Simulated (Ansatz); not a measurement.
# SbC2: a trial structure relaxed, part 1 of 2

Aim: relax a trial structure of SbC2 and see where it ends.

Method: DFT PBE, scalar-relativistic, plane waves, PAW, in Ansatz 0.2.0.

## Step 1: Starting point

It takes space group P6_3/mmc (No. 194, hexagonal). Conventional cell: a = 3.232 Å, b = 3.232 Å, c = 8.226 Å, α = 90.00°, β = 90.00°, γ = 120.00°. Sb (site symmetry -3m) has 6 C at 2.11 Å as nearest neighbours. Around C (site symmetry 3m) lie 3 Sb at 2.11 Å and 1 C at 2.14 Å.

As a file:

```
Sb C
1.0
     3.23166    0.00000    0.00000
    -1.61583    2.79870    0.00000
     0.00000    0.00000    8.22579
Sb C
2 4
Direct
  0.00000 0.00000 0.50000
  0.00000 0.00000 0.00000
  0.66667 0.33333 0.37980
  0.33333 0.66667 0.62020
  0.33333 0.66667 0.87980
  0.66667 0.33333 0.12020
```

Recipe of the guess: 4-, 6-connected net, elements by coordination (P6_3/mmc, No. 194). Its size is a rough estimate.

## Step 2: A first look at the guess

Input file input.yaml:

```yaml
crystal:
  lattice:
    - [3.23166321, 0.0, 0.0]
    - [-1.6158316, 2.79870244, 0.0]
    - [0.0, 0.0, 8.22578865]
  atoms:
    - { symbol: Sb, position: [0.0, 0.0, 0.5] }
    - { symbol: Sb, position: [0.0, 0.0, 0.0] }
    - { symbol: C, position: [0.66666667, 0.33333333, 0.37979528] }
    - { symbol: C, position: [0.33333333, 0.66666667, 0.62020472] }
    - { symbol: C, position: [0.33333333, 0.66666667, 0.87979528] }
    - { symbol: C, position: [0.66666667, 0.33333333, 0.12020472] }
basis:
  ecutwfc: 420
kpoints:
  mp_grid: { grid: [6, 6, 2] }
hamiltonian:
  xc: pbe
scf:
  occupations: { method: gaussian, width: 0.1 }
  lower_state_search: "off"
output:
  forces: true
  stress: true
  eigenvalues: true
```

Run with:

```sh
> ansatz run input.yaml --threads 1 --pin off --max-ram 2560MiB --backend cpu --events-out ev --progress --plain --runs-dir out
```

Output, cut to the lines that bear on the results:

```text
Warning: RAYON_NUM_THREADS=1 ignored (pool sized by the plan → 1); use --threads N
[...]
Pseudopotentials: kind: paw
Pseudopotential: Sb, paw, valence charge 15, recommended cutoff 420 eV (normal), Sb.paw.azcp
Pseudopotential: C, paw, valence charge 4, recommended cutoff 420 eV (normal), C.paw.azcp
Functional definition: PBE
[...]
Crystal: 6 atoms, lattice volume = 74.398 Å³
Basis set: ecut = 420 eV, 1467 PW (Γ), exchange–correlation on 48×48×120 points (8 copies of the dense FFT grid, shifted against one another)
Bands: 29, of which v1, the nominal top of the filled ones, is band 23 counted from 1 (22 counted from 0)
Symmetry: 24 space group operations
Space group: P63/mmc (ITA 194), of the structure as read, at distance tolerance 4.2e-5 Å
k-points: 14 of 72
[...]
SCF iter   1: F=—  HF=-13958.210320 eV  |F-HF|=—  |Δ(HF+E_count)|=         —  Δρ=4.13e-3  dr2=9.22e-3  ethr=1.77e-3  ⟨swp⟩=6.2  Hψ=1844  notcnv=0  defer=1
[...]
SCF iter   7: F=-13958.211530 eV  HF=-13958.211530 eV  |F-HF|=3.77e-9  |Δ(HF+E_count)|=   8.35e-8  Δρ=5.05e-6  dr2=3.10e-8  ethr=2.17e-10  ⟨swp⟩=9.8  Hψ=1669  notcnv=0
[...]
SCF converged after 7 iterations
Free energy (F): -13958.211530 eV
[...]
E sigma→0 (E₀):  -13958.197769 eV
Entropy (-TS):   -0.027523 eV (-4.587 meV/atom)
Fermi energy:    11.649721 eV
[...]
--- Forces (eV/Å), atoms counted from 1 ---
  atom   1  Sb    -0.00000000     0.00000000     0.00000000
  atom   2  Sb    -0.00000000     0.00000000    -0.00000000
  atom   3  C      0.00000000     0.00000000    -5.68366420
  atom   4  C     -0.00000000    -0.00000000     5.68366420
  atom   5  C     -0.00000000    -0.00000000    -5.68366420
  atom   6  C      0.00000000     0.00000000     5.68366420
[...]
--- Stress (GPa, compression-positive) ---
       41.525104       0.000000       0.000000
        0.000000      41.525104       0.000000
        0.000000       0.000000      -4.482758
  P = ⅓ Tr σ = 26.1891 GPa (261.891 kbar)
--- Band table (eV; the first three rows and the last of 14) ---
[...]
```

Run time: 0.63 s. Hardware: 1 thread of AMD EPYC 9R45 (Zen 5), shared host; peak memory 0.4 GiB.

Read-out: pressure 26.2 GPa, largest force 5.68 eV/Å, gap on this mesh none (metal). A cheap, loose relaxation comes first.

## Step 3: A loose first relaxation

Edit input.yaml of step 2 so:

```diff
@@ -25 +25,6 @@
   eigenvalues: true
+relax:
+  adjacent_minimum: "off"
+  f_tol: 0.04
+  max_steps: 70
+  cell: { stress_tol: 0.4 }
```

Run with:

```sh
> ansatz run input.yaml --threads 1 --pin off --max-ram 2560MiB --backend cpu --events-out ev --progress --plain --runs-dir out
```

Output:

```text
Warning: RAYON_NUM_THREADS=1 ignored (pool sized by the plan → 1); use --threads N
Engine: ansatz 0.2.0, x86_64-unknown-linux-gnu
[... 4 set-up lines as earlier in the session ...]
  parameter kappa = 0.804
  parameter beta = 0.06672455060314922
  exchange = pbe_x(kappa = kappa, mu = beta*pi^2/3)
  correlation = pbe_c(beta = beta)
Crystal: 6 atoms, lattice volume = 74.398 Å³
Basis set: ecut = 420 eV, 1467 PW (Γ), exchange–correlation on 48×48×120 points (8 copies of the dense FFT grid, shifted against one another)
Bands: 29, of which v1, the nominal top of the filled ones, is band 23 counted from 1 (22 counted from 0)
[... 2 set-up lines as earlier in the session ...]
k-points: 14 of 72
Non-local potential: Sb, projectors of the file, l = 0: 2, l = 1: 2, l = 2: 2, l = 3: 2
Non-local potential: C, projectors of the file, l = 0: 2, l = 1: 2, l = 2: 1
PAW form: soft (Blöchl's): semilocal exchange-correlation on the pseudo side does not see the compensation charge
PAW one-centre angular grid: Sb, 590 points (default); XC on 64 Gauss nodes
PAW one-centre angular grid: C, 110 points (default); XC on 64 Gauss nodes
Initial density: superposition of atomic densities (neutral atoms: chi_scale 0, normalization atom), corrected by the library's trained network
Initial wavefunctions: pseudopotential atomic-orbital guess
Functional: x = pbe(κ = 0.804, μ = 0.2195149727645171), c = pbe(β = 0.06672455060314922)
SCF iter   1: F=—  HF=-13958.210320 eV  |F-HF|=—  |Δ(HF+E_count)|=         —  Δρ=4.13e-3  dr2=9.22e-3  ethr=1.77e-3  ⟨swp⟩=6.2  Hψ=1844  notcnv=0  defer=1
preconditioner: auto → LDOS  [metal: Δε(μ)=0.076 eV  Ē_g=19.984 eV  σ=0.100 eV  W_gap=0.41  n_scr=24 (ndim 8)  ℏωp=29.2 eV  f_vac=0.013  D(μ)=5.46/eV (n_scr^D=50)  β→1.0]
SCF iter   2: F=—  HF=-13958.211593 eV  |F-HF|=—  |Δ(HF+E_count)|=   1.27e-3  Δρ=1.49e-3  dr2=1.24e-3  ethr=2.00e-5  ⟨swp⟩=2.5  Hψ=784  notcnv=0  defer=1
preconditioner: auto → Kerker (q_TF=auto, 2.518 Å⁻¹)  [metal: Δε(μ)=0.077 eV  Ē_g=19.966 eV  σ=0.100 eV  W_gap=0.41  n_scr=24 (ndim 8)  ℏωp=29.2 eV  f_vac=0.010  D(μ)=5.44/eV (n_scr^D=50)  β→0.5]
SCF iter   3: F=—  HF=-13958.211363 eV  |F-HF|=—  |Δ(HF+E_count)|=   2.30e-4  Δρ=5.18e-4  dr2=1.17e-4  ethr=2.71e-6  ⟨swp⟩=2.0  Hψ=517  notcnv=0  defer=1
SCF iter   4: F=—  HF=-13958.211516 eV  |F-HF|=—  |Δ(HF+E_count)|=   1.52e-4  Δρ=1.36e-4  dr2=7.89e-6  ethr=2.55e-7  ⟨swp⟩=2.0  Hψ=712  notcnv=0  defer=1
SCF iter   5: F=—  HF=-13958.211527 eV  |F-HF|=—  |Δ(HF+E_count)|=   1.17e-5  Δρ=6.07e-5  dr2=1.83e-6  ethr=1.72e-8  ⟨swp⟩=2.0  Hψ=692  notcnv=0  defer=1
SCF iter   6: F=—  HF=-13958.211530 eV  |F-HF|=—  |Δ(HF+E_count)|=   2.66e-6  Δρ=1.70e-5  dr2=2.10e-7  ethr=3.97e-9  ⟨swp⟩=2.0  Hψ=708  notcnv=0  defer=1
SCF iter   7: F=-13958.211530 eV  HF=-13958.211530 eV  |F-HF|=3.78e-9  |Δ(HF+E_count)|=   8.34e-8  Δρ=5.04e-6  dr2=3.09e-8  ethr=2.17e-10  ⟨swp⟩=9.7  Hψ=1657  notcnv=0
SCF 1 converged in 7 iterations: F = -13958.211530 eV  dr2 = 3.09e-8
relax step   1: F+E_penalty+E_count = -13958.21153019 eV  Δ(F+E_penalty+E_count) = +0.000e0 eV  max|allowed force component| = 5.684e0 eV/Å  Δτ_max = 0.0000 Å  P = +26.189 GPa  Ω = 74.398 Å³  (7 SCF iters, dr2 threshold 1.00e-7 eV, accepted)
Crystal: 6 atoms, lattice volume = 76.397 Å³
Basis set: ecut = 420 eV, 1491 PW (Γ), exchange–correlation on 48×48×120 points (8 copies of the dense FFT grid, shifted against one another)
Initial density: handed on by an earlier stage of this run
Initial wavefunctions: those handed on with the density
iter 1 solved again at ethr=6.96e-4 eV; its pass at ethr=3.10e-3 eV (dr2=3.20e-1 eV) is discarded
SCF iter   1: F=—  HF=-13963.470956 eV  |F-HF|=—  |Δ(HF+E_count)|=         —  Δρ=2.32e-2  dr2=3.23e-1  ethr=6.96e-4  ⟨swp⟩=1.2  Hψ=2493  notcnv=0
preconditioner: auto → Kerker (q_TF=auto, 2.507 Å⁻¹)  [metal: Δε(μ)=0.118 eV  Ē_g=10.511 eV  σ=0.100 eV  W_gap=0.49  n_scr=24 (ndim 8)  ℏωp=21.7 eV  f_vac=0.002  D(μ)=1.82/eV (n_scr^D=4)]
SCF iter   2: F=—  HF=-13963.419262 eV  |F-HF|=—  |Δ(HF+E_count)|=   5.17e-2  Δρ=1.29e-2  dr2=1.02e-1  ethr=6.96e-4  ⟨swp⟩=2.1  Hψ=486  notcnv=0
preconditioner: auto → Resta (q_TF=auto, 2.507 Å⁻¹)  ε∞=5.2  [insulator: Δε(μ)=0.150 eV  Ē_g=10.514 eV  σ=0.100 eV  W_gap=0.55  n_scr=24 (ndim 8)  ℏωp=21.7 eV  f_vac=0.003  D(μ)=1.70/eV (n_scr^D=4)  ε∞_Penn≈5.2]
SCF iter   3: F=—  HF=-13963.395755 eV  |F-HF|=—  |Δ(HF+E_count)|=   2.35e-2  Δρ=1.05e-3  dr2=5.90e-4  ethr=2.21e-4  ⟨swp⟩=2.0  Hψ=624  notcnv=0
SCF iter   4: F=—  HF=-13963.395941 eV  |F-HF|=—  |Δ(HF+E_count)|=   1.87e-4  Δρ=1.70e-4  dr2=1.60e-5  ethr=1.28e-6  ⟨swp⟩=2.0  Hψ=615  notcnv=0
SCF iter   5: F=—  HF=-13963.395953 eV  |F-HF|=—  |Δ(HF+E_count)|=   1.18e-5  Δρ=3.57e-5  dr2=1.02e-6  ethr=3.48e-8  ⟨swp⟩=2.2  Hψ=681  notcnv=0
SCF iter   6: F=-13963.395954 eV  HF=-13963.395954 eV  |F-HF|=5.93e-8  |Δ(HF+E_count)|=   5.87e-7  Δρ=1.16e-5  dr2=1.24e-7  ethr=1.30e-9  ⟨swp⟩=6.9  Hψ=1808  notcnv=0
SCF 2 converged in 6 iterations: F = -13963.395954 eV  dr2 = 1.24e-7
relax step   2: F+E_penalty+E_count = -13963.39595393 eV  Δ(F+E_penalty+E_count) = -5.184e0 eV  max|allowed force component| = 4.894e0 eV/Å  Δτ_max = 0.1881 Å  P = -2.559 GPa  Ω = 76.397 Å³  energy of the carried Pulay correction = -4.167e-3 eV  (6 SCF iters, dr2 threshold 6.00e-7 eV, accepted)
Crystal: 6 atoms, lattice volume = 73.509 Å³
Basis set: ecut = 420 eV, 1453 PW (Γ), exchange–correlation on 48×48×120 points (8 copies of the dense FFT grid, shifted against one another)
SCF iter   1: F=—  HF=-13965.428676 eV  |F-HF|=—  |Δ(HF+E_count)|=         —  Δρ=6.56e-2  dr2=3.23e0  ethr=3.10e-3  ⟨swp⟩=7.2  Hψ=1859  notcnv=0  defer=2
preconditioner: auto → Resta (q_TF=auto, 2.523 Å⁻¹)  ε∞=4.8  [insulator: Δε(μ)=0.159 eV  Ē_g=11.370 eV  σ=0.100 eV  W_gap=0.73  n_scr=24 (ndim 8)  ℏωp=22.1 eV  f_vac=0.000  D(μ)=1.73/eV (n_scr^D=4)  ε∞_Penn≈4.8]
SCF iter   2: F=—  HF=-13964.571142 eV  |F-HF|=—  |Δ(HF+E_count)|=   8.58e-1  Δρ=3.18e-2  dr2=7.39e-1  ethr=3.10e-3  ⟨swp⟩=2.1  Hψ=696  notcnv=0  defer=19
SCF iter   3: F=—  HF=-13964.307722 eV  |F-HF|=—  |Δ(HF+E_count)|=   2.63e-1  Δρ=2.03e-3  dr2=1.49e-3  ethr=1.61e-3  ⟨swp⟩=2.1  Hψ=633  notcnv=0  defer=19
SCF iter   4: F=—  HF=-13964.308318 eV  |F-HF|=—  |Δ(HF+E_count)|=   5.96e-4  Δρ=4.29e-4  dr2=1.24e-4  ethr=3.24e-6  ⟨swp⟩=2.6  Hψ=659  notcnv=0  defer=17
SCF iter   5: F=—  HF=-13964.308329 eV  |F-HF|=—  |Δ(HF+E_count)|=   1.03e-5  Δρ=9.27e-5  dr2=7.61e-6  ethr=2.70e-7  ⟨swp⟩=2.2  Hψ=615  notcnv=0  defer=17
SCF iter   6: F=-13964.308332 eV  HF=-13964.308332 eV  |F-HF|=4.21e-7  |Δ(HF+E_count)|=   3.35e-6  Δρ=2.82e-5  dr2=5.50e-7  ethr=1.30e-9  ⟨swp⟩=10.6  Hψ=2172  notcnv=0
SCF 3 converged in 6 iterations: F = -13964.308332 eV  dr2 = 5.50e-7
relax step   3: F+E_penalty+E_count = -13964.30833232 eV  Δ(F+E_penalty+E_count) = -9.124e-1 eV  max|allowed force component| = 5.529e0 eV/Å  Δτ_max = 0.1953 Å  P = +24.649 GPa  Ω = 73.509 Å³  energy of the carried Pulay correction = +1.888e-3 eV  (6 SCF iters, dr2 threshold 6.00e-7 eV, accepted)
[... from here on, the SCF cycles and remarks between the steps are left out ...]
relax step   4: F+E_penalty+E_count = -13964.86352280 eV  Δ(F+E_penalty+E_count) = -5.552e-1 eV  max|allowed force component| = 2.212e0 eV/Å  Δτ_max = 0.0881 Å  P = -3.024 GPa  Ω = 76.533 Å³  energy of the carried Pulay correction = -4.448e-3 eV  (7 SCF iters, dr2 threshold 6.00e-7 eV, accepted)
relax step   5: F+E_penalty+E_count = -13965.08457475 eV  Δ(F+E_penalty+E_count) = -2.211e-1 eV  max|allowed force component| = 3.274e-1 eV/Å  Δτ_max = 0.0341 Å  P = +0.620 GPa  Ω = 76.944 Å³  energy of the carried Pulay correction = -5.290e-3 eV  (5 SCF iters, dr2 threshold 6.00e-7 eV, accepted)
relax step   6: F+E_penalty+E_count = -13965.08915163 eV  Δ(F+E_penalty+E_count) = -4.577e-3 eV  max|allowed force component| = 2.564e-1 eV/Å  Δτ_max = 0.0020 Å  P = +0.527 GPa  Ω = 77.325 Å³  energy of the carried Pulay correction = -6.066e-3 eV  (5 SCF iters, dr2 threshold 6.00e-7 eV, accepted)
relax step   7: F+E_penalty+E_count = -13965.09964336 eV  Δ(F+E_penalty+E_count) = -1.049e-2 eV  max|allowed force component| = 2.659e-1 eV/Å  Δτ_max = 0.0144 Å  P = +0.813 GPa  Ω = 78.681 Å³  energy of the carried Pulay correction = -8.797e-3 eV  (6 SCF iters, dr2 threshold 6.00e-7 eV, accepted)
relax step   8: F+E_penalty+E_count = -13964.29856643 eV  Δ(F+E_penalty+E_count) = +8.011e-1 eV  max|allowed force component| = 6.720e0 eV/Å  Δτ_max = 0.1052 Å  P = +6.257 GPa  Ω = 88.828 Å³  energy of the carried Pulay correction = -2.780e-2 eV  (7 SCF iters, dr2 threshold 6.00e-7 eV, rejected (line search))
relax step   9: F+E_penalty+E_count = -13965.11355775 eV  Δ(F+E_penalty+E_count) = -1.391e-2 eV  max|allowed force component| = 5.269e-1 eV/Å  Δτ_max = 0.0068 Å  P = +0.370 GPa  Ω = 79.902 Å³  energy of the carried Pulay correction = -1.121e-2 eV  (8 SCF iters, accepted)
relax step  10: F+E_penalty+E_count = -13965.12325151 eV  Δ(F+E_penalty+E_count) = -9.694e-3 eV  max|allowed force component| = 3.084e-1 eV/Å  Δτ_max = 0.0098 Å  P = -1.407 GPa  Ω = 81.967 Å³  energy of the carried Pulay correction = -1.522e-2 eV  (6 SCF iters, dr2 threshold 6.00e-7 eV, accepted)
relax step  11: F+E_penalty+E_count = -13965.12912856 eV  Δ(F+E_penalty+E_count) = -5.877e-3 eV  max|allowed force component| = 1.504e-2 eV/Å  Δτ_max = 0.0040 Å  P = -0.013 GPa  Ω = 81.269 Å³  energy of the carried Pulay correction = -1.388e-2 eV  (6 SCF iters, dr2 threshold 6.00e-7 eV, accepted)
relax step  12: F+E_penalty+E_count = -13965.15570216 eV  Δ(F+E_penalty+E_count) = -2.657e-2 eV  max|allowed force component| = 1.351e-2 eV/Å  Δτ_max = 0.0000 Å  P = +0.288 GPa  Ω = 81.269 Å³  stress off target by 5.38e-1 GPa  SCF on the basis re-selected at this cell (its energy is not comparable with the rows above)  (6 SCF iters)
relax step  13: F+E_penalty+E_count = -13965.15583127 eV  Δ(F+E_penalty+E_count) = -1.291e-4 eV  max|allowed force component| = 1.530e-2 eV/Å  Δτ_max = 0.0007 Å  P = +0.026 GPa  Ω = 81.555 Å³  energy of the carried Pulay correction = -5.394e-4 eV  (6 SCF iters, dr2 threshold 6.00e-7 eV, accepted)
iter 1 solved again at ethr=1.84e-7 eV; its pass at ethr=3.10e-3 eV (dr2=8.47e-5 eV) is discarded
SCF iter   1: F=—  HF=-13965.156545 eV  |F-HF|=—  |Δ(HF+E_count)|=         —  Δρ=2.18e-5  dr2=5.73e-8  ethr=1.84e-7  ⟨swp⟩=3.0  Hψ=2802  notcnv=0
SCF iter   2: F=—  HF=-13965.156541 eV  |F-HF|=—  |Δ(HF+E_count)|=   3.63e-6  Δρ=1.16e-5  dr2=1.48e-8  ethr=1.24e-10  ⟨swp⟩=2.9  Hψ=779  notcnv=0
iter 3 did not close the SCF: its close was put off for the readings that it lacked (scf_convergence_deferred on its scf_iter line)
SCF iter   3: F=-13965.156541 eV  HF=-13965.156541 eV  |F-HF|=9.46e-11  |Δ(HF+E_count)|=   1.05e-7  Δρ=1.44e-6  dr2=5.90e-10  ethr=3.23e-11  ⟨swp⟩=2.0  Hψ=583  notcnv=0
iter 4 did not close the SCF: its close was put off for the readings that it lacked (scf_convergence_deferred on its scf_iter line)
SCF iter   4: F=-13965.156541 eV  HF=-13965.156541 eV  |F-HF|=2.36e-11  |Δ(HF+E_count)|=  3.35e-10  Δρ=5.24e-7  dr2=1.19e-10  ethr=1.28e-12  ⟨swp⟩=2.1  Hψ=716  notcnv=0
iter 5 did not close the SCF: its close was put off for the readings that it lacked (scf_convergence_deferred on its scf_iter line)
SCF iter   5: F=-13965.156541 eV  HF=-13965.156541 eV  |F-HF|=7.28e-12  |Δ(HF+E_count)|=  2.18e-11  Δρ=1.42e-7  dr2=8.86e-12  ethr=1.00e-12  ⟨swp⟩=2.5  Hψ=727  notcnv=0
SCF iter   6: F=-13965.156541 eV  HF=-13965.156541 eV  |F-HF|=1.82e-12  |Δ(HF+E_count)|=  5.46e-12  Δρ=5.14e-8  dr2=1.23e-12  ethr=1.00e-12  ⟨swp⟩=1.3  Hψ=913  notcnv=0
SCF 14 converged in 6 iterations: F = -13965.156541 eV  dr2 = 1.23e-12
relax step  14: F+E_penalty+E_count = -13965.15654138 eV  Δ(F+E_penalty+E_count) = -7.101e-4 eV  max|allowed force component| = 1.551e-2 eV/Å  Δτ_max = 0.0000 Å  P = +0.028 GPa  Ω = 81.555 Å³  stress off target by 1.36e-1 GPa  SCF on the basis re-selected at this cell (its energy is not comparable with the rows above)  (6 SCF iters)
basis re-selected at this cell: Δ(F+E_penalty+E_count) = -7.101e-4 eV, ΔP = +0.001 GPa vs the last step (what re-selecting the basis moved, of the pressure what is left beyond the Pulay correction that the steps carried, after the strain that the cell walked since its last selection, with what the two solves' SCF thresholds leave and, on support functions, any second-order correction that the steps lacked; it is no measure of the basis error at this ecutwfc). This SCF's stress stands 1.36e-1 GPa from its target on what of the cell is left free (relax.cell.stress_tol is 4.00e-1 GPa) and its largest allowed force component is 1.55e-2 eV/Å (relax.f_tol is 4.00e-2 eV/Å): within both
SCF converged after 6 iterations
Free energy (F): -13965.156541 eV
Harris-Foulkes:  -13965.156541 eV  (|F-HF|=1.82e-12)
Internal energy: -13965.151316 eV  (E = F + TS)
E sigma→0 (E₀):  -13965.153929 eV
Entropy (-TS):   -0.005225 eV (-0.871 meV/atom)
Fermi energy:    11.294622 eV
--- Per-component energies (eV) ---
  E_band       = -261.373325
  E_kinetic    = 762.191095
  E_local      = -3326.033835  (includes V_loc(G=0)·N_el)
  E_nonlocal   = 836.492386
  E_hartree    = 1455.142305
  E_xc         = -466.449231
  E_vxc        = -427.234170  (∫ρ·V_xc dr)
  E_paw        = -9548.353237  (= ΣΔE_a)
  E_vpaw       = -1017.073409  (= ΣTr[D̂ρ^β])
  E_aug_tail   = 0.000023  (compensation charges beyond the density's cutoff)
  E_ewald      = -3678.140822
  E_smearing   = -0.005225  (= −TS)
  E_closure    = -0.000000  (closes the sum)
  Σ components = -13965.156541   (vs F -13965.156541, Δ=0.00e0)
--- Forces (eV/Å), atoms counted from 1 ---
  atom   1  Sb    -0.00000000     0.00000000     0.00000000
  atom   2  Sb     0.00000000     0.00000000     0.00000000
  atom   3  C     -0.00000000     0.00000000     0.01550735
  atom   4  C      0.00000000    -0.00000000    -0.01550735
  atom   5  C      0.00000000    -0.00000000     0.01550735
  atom   6  C     -0.00000000     0.00000000    -0.01550735
  max |Σ_I F_I| component: 2.78e-17 eV/Å
--- Stress (GPa, compression-positive) ---
       -0.026716       0.000000       0.000000
        0.000000      -0.026716       0.000000
        0.000000       0.000000       0.135938
  P = ⅓ Tr σ = 0.0275 GPa (0.275 kbar)
--- Band table (eV; the first three rows and the last of 14) ---
  k-point 0: bands = ["-18.5227", "-18.5186", "-18.5186", "-18.5178", "-18.5178", "-18.5113", "-18.4747", "-18.4747", "-18.4714", "-18.4714", "-5.2330", "-3.8594", "-2.6296", "1.0120", "3.1929", "6.8940", "7.9856", "7.9856", "8.2936", "8.2936", "11.9732", "12.0364", "12.0364", "12.8507", "12.8768", "13.3409", "13.3409", "15.0014", "15.0128"]
  k-point 1: bands = ["-18.5182", "-18.5182", "-18.5182", "-18.5182", "-18.5170", "-18.5170", "-18.4730", "-18.4730", "-18.4730", "-18.4730", "-4.7770", "-4.7770", "-0.9352", "-0.9352", "5.2793", "5.2793", "8.1332", "8.1332", "8.1332", "8.1332", "12.5212", "12.5212", "12.5212", "12.5212", "12.6241", "12.6241", "13.6582", "13.6582", "16.4121"]
  k-point 2: bands = ["-18.5249", "-18.5224", "-18.5106", "-18.5035", "-18.5028", "-18.5007", "-18.4836", "-18.4796", "-18.4768", "-18.4734", "-4.9153", "-3.6697", "-2.1873", "1.0386", "3.4620", "6.2534", "6.8528", "7.4137", "7.9914", "8.3294", "8.6174", "10.9566", "11.4795", "11.9960", "13.7941", "13.8604", "14.5810", "15.4405", "15.8362"]
  k-point 13: bands = ["-18.5010", "-18.5010", "-18.4996", "-18.4996", "-18.4866", "-18.4866", "-18.4863", "-18.4863", "-18.4794", "-18.4794", "-3.1012", "-3.1012", "1.3941", "1.3941", "2.4623", "2.4623", "4.9835", "4.9835", "6.3472", "6.3472", "6.7784", "6.7784", "11.0548", "11.0548", "13.8959", "13.8959", "15.3334", "15.3334", "18.6683"]
--- Relaxed structure (12 steps of the walk, 11 accepted, 2 SCFs on fresh bases) ---
  F+E_penalty+E_count = -13965.15654138 eV   max|allowed force component| = 1.551e-2 eV/Å   (the final SCF, on the basis selected at the relaxed cell)
  cell:  # Å, volume = 81.5550 Å³
    - [3.449342055848585, -3.08119763106019e-9, 0.0]
    - [-1.7246710252558972, 2.987217848247515, 0.0]
    - [0.0, 0.0, 7.914932044917806]
  atoms:
    - { symbol: Sb, position: [-3.864497228839041e-34, -4.71610444801556e-34, 0.5] }
    - { symbol: Sb, position: [5.450444347629407e-35, -3.6444525913344354e-34, 4.942697071144224e-19] }
    - { symbol: C, position: [0.6666666666666666, 0.33333333333333337, 0.33535304777080366] }
    - { symbol: C, position: [0.3333333333333333, 0.6666666666666666, 0.6646469522291963] }
    - { symbol: C, position: [0.3333333333333333, 0.6666666666666666, 0.8353530477708038] }
    - { symbol: C, position: [0.6666666666666666, 0.33333333333333337, 0.16464695222919642] }
```

Wall time 8.8 s (1 thread of AMD EPYC 9R45 (Zen 5), shared host); peak memory 0.4 GiB.

Relaxation path:

| step | energy from step 1 (eV/cell) | largest force component (eV/Å) | pressure (GPa) | volume (Å³) |
| --- | --- | --- | --- | --- |
| 1 | 0.0000 | 5.6837 | 26.19 | 74.40 |
| 2 | -5.1844 | 4.8939 | -2.56 | 76.40 |
| 3 | -6.0968 | 5.5295 | 24.65 | 73.51 |
| 4 | -6.6520 | 2.2119 | -3.02 | 76.53 |
| 5 | -6.8730 | 0.3274 | 0.62 | 76.94 |
| 6 | -6.8776 | 0.2564 | 0.53 | 77.33 |
| 7 | -6.8881 | 0.2659 | 0.81 | 78.68 |
| 8 | -6.0870 | 6.7202 | 6.26 | 88.83 |
| 9 | -6.9020 | 0.5269 | 0.37 | 79.90 |
| 10 | -6.9117 | 0.3084 | -1.41 | 81.97 |
| 11 | -6.9176 | 0.0150 | -0.01 | 81.27 |
| 12 | -6.9442 | 0.0135 | 0.29 | 81.27 |
| 13 | -6.9443 | 0.0153 | 0.03 | 81.55 |
| 14 | -6.9450 | 0.0155 | 0.03 | 81.55 |

Step 1 is the start. Steps 12, 14 each repeat the geometry before them on a plane-wave basis chosen anew, so the energy can jump there without any move. Step 8 was tried and not accepted.

|  | before | after | change |
| --- | --- | --- | --- |
| a (Å) | 3.232 | 3.449 | +6.7 % |
| b (Å) | 3.232 | 3.449 | +6.7 % |
| c (Å) | 8.226 | 7.915 | -3.8 % |
| volume (Å³/atom) | 12.40 | 13.59 | +9.6 % |
| shortest distance (Å) | 2.112 | 1.351 | -36.0 % |
| space group (0.01 Å) | P6_3/mmc | P6_3/mmc | same |

Forces and stress were held to the start's 24 operations: a distortion of lower symmetry was not tested.

(Continued in part 2 of 2.)
